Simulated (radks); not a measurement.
# Ionisation of Rh⁺: one atom, several choices of functional

Aim: the ionisation energy of Rh⁺ ([Kr] 4d8) to Rh²⁺ ([Kr] 4d7) for each choice of functional, and which comes nearest the tabulated value.

Program: radks (a radial shooting solver on a logarithmic mesh, Libxc functionals) version 1. Level of theory: Dirac Kohn-Sham, spin-unpolarised, spherical densities, finite nucleus; open shells fill j = l - 1/2 first. These are calculated values, not measurements, unless marked.

## 1. The atom as given

```
element       : rhodium (Z = 45)
charge        : +1
electrons     : 44
configuration : [Kr] 4d8
ion           : Rh²⁺, [Kr] 4d7
choices       : AM05; OLYP; Wu-Cohen GGA; LDA (Slater exchange, VWN5 correlation); XLYP; RPBE; exchange-only B88; exchange-only PBE; SOGGA
```

## 2. AM05: Rh⁺

The run's settings:

```text
Z 45
configuration [Kr] 4d8
relativity Dirac
functional am05,am05
spin unpolarised
j_filling energy
nucleus finite rms 4.4945 fm
c 137.035999084
```

## 3. AM05: Rh²⁺

Changes since step 2:

```diff
@@ -1,3 +1,3 @@
 Z 45
-configuration [Kr] 4d8
+configuration [Kr] 4d7
 relativity Dirac
```

## 4. OLYP: Rh⁺

The run's settings:

```text
Z 45
configuration [Kr] 4d8
relativity Dirac
functional optx,lyp
spin unpolarised
j_filling energy
nucleus finite rms 4.4945 fm
c 137.035999084
```

## 5. OLYP: Rh²⁺

Changes since step 4:

```diff
@@ -1,3 +1,3 @@
 Z 45
-configuration [Kr] 4d8
+configuration [Kr] 4d7
 relativity Dirac
```

## 6. Wu-Cohen GGA: Rh⁺

The run's settings:

```text
Z 45
configuration [Kr] 4d8
relativity Dirac
functional wc,pbe
spin unpolarised
j_filling energy
nucleus finite rms 4.4945 fm
c 137.035999084
```

## 7. Wu-Cohen GGA: Rh²⁺

Changes since step 6:

```diff
@@ -1,3 +1,3 @@
 Z 45
-configuration [Kr] 4d8
+configuration [Kr] 4d7
 relativity Dirac
```

## 8. LDA (Slater exchange, VWN5 correlation): Rh⁺

The run's settings:

```text
Z 45
configuration [Kr] 4d8
relativity Dirac
functional lda,vwn5
spin unpolarised
j_filling energy
nucleus finite rms 4.4945 fm
c 137.035999084
```

## 9. LDA (Slater exchange, VWN5 correlation): Rh²⁺

Changes since step 8:

```diff
@@ -1,3 +1,3 @@
 Z 45
-configuration [Kr] 4d8
+configuration [Kr] 4d7
 relativity Dirac
```

## 10. XLYP: Rh⁺

The run's settings:

```text
Z 45
configuration [Kr] 4d8
relativity Dirac
functional xlyp
spin unpolarised
j_filling energy
nucleus finite rms 4.4945 fm
c 137.035999084
```

## 11. XLYP: Rh²⁺

Changes since step 10:

```diff
@@ -1,3 +1,3 @@
 Z 45
-configuration [Kr] 4d8
+configuration [Kr] 4d7
 relativity Dirac
```

## 12. RPBE: Rh⁺

The run's settings:

```text
Z 45
configuration [Kr] 4d8
relativity Dirac
functional rpbe,pbe
spin unpolarised
j_filling energy
nucleus finite rms 4.4945 fm
c 137.035999084
```

## 13. RPBE: Rh²⁺

Changes since step 12:

```diff
@@ -1,3 +1,3 @@
 Z 45
-configuration [Kr] 4d8
+configuration [Kr] 4d7
 relativity Dirac
```

## 14. exchange-only B88: Rh⁺

The run's settings:

```text
Z 45
configuration [Kr] 4d8
relativity Dirac
functional b88,
spin unpolarised
j_filling energy
nucleus finite rms 4.4945 fm
c 137.035999084
```

## 15. exchange-only B88: Rh²⁺

Changes since step 14:

```diff
@@ -1,3 +1,3 @@
 Z 45
-configuration [Kr] 4d8
+configuration [Kr] 4d7
 relativity Dirac
```

## 16. exchange-only PBE: Rh⁺

The run's settings:

```text
Z 45
configuration [Kr] 4d8
relativity Dirac
functional pbe,
spin unpolarised
j_filling energy
nucleus finite rms 4.4945 fm
c 137.035999084
```

## 17. exchange-only PBE: Rh²⁺

Changes since step 16:

```diff
@@ -1,3 +1,3 @@
 Z 45
-configuration [Kr] 4d8
+configuration [Kr] 4d7
 relativity Dirac
```

## 18. SOGGA: Rh⁺

The run's settings:

```text
Z 45
configuration [Kr] 4d8
relativity Dirac
functional sogga,pbe
spin unpolarised
j_filling energy
nucleus finite rms 4.4945 fm
c 137.035999084
```

## 19. SOGGA: Rh²⁺

Changes since step 18:

```diff
@@ -1,3 +1,3 @@
 Z 45
-configuration [Kr] 4d8
+configuration [Kr] 4d7
 relativity Dirac
```

What does the calculation give? Wanted: for each run, functional; E(Rh⁺); Δ-SCF; −ε(HOMO); <r> HOMO; error.

The runs gave:

```
                             functional  E(Rh⁺) (hartree)  Δ-SCF (eV)  −ε(HOMO) (eV)  <r> HOMO (bohr)  error (eV)
                                   AM05       -4780.27467      19.276         13.369            1.554       +1.20
                                   OLYP       -4786.61864      19.250         13.290            1.546       +1.17
                           Wu-Cohen GGA       -4784.00860      19.303         13.396            1.554       +1.22
LDA (Slater exchange, VWN5 correlation)       -4780.06975      19.557         13.657            1.558       +1.48
                                   XLYP       -4785.71729      19.260         13.370            1.564       +1.18
                                   RPBE       -4784.98169      19.214         13.302            1.555       +1.13
                      exchange-only B88       -4783.01719      18.249         12.416            1.571       +0.17
                      exchange-only PBE       -4782.38148      18.276         12.450            1.575       +0.20
                                  SOGGA       -4781.95861      19.186         13.282            1.554       +1.11
```

The NIST Atomic Spectra Database lists 18.080 eV (semi-empirical). The smallest miss is that of exchange-only B88 (+0.17 eV), the largest that of LDA (Slater exchange, VWN5 correlation) (+1.48 eV). The ionisation energies span 1.31 eV, the total energies of Rh⁺ 178 eV: most of the change in the total cancels in the difference. Spin polarisation and multiplet splitting are left out, so open shells lie too high by an amount that depends on their filling.
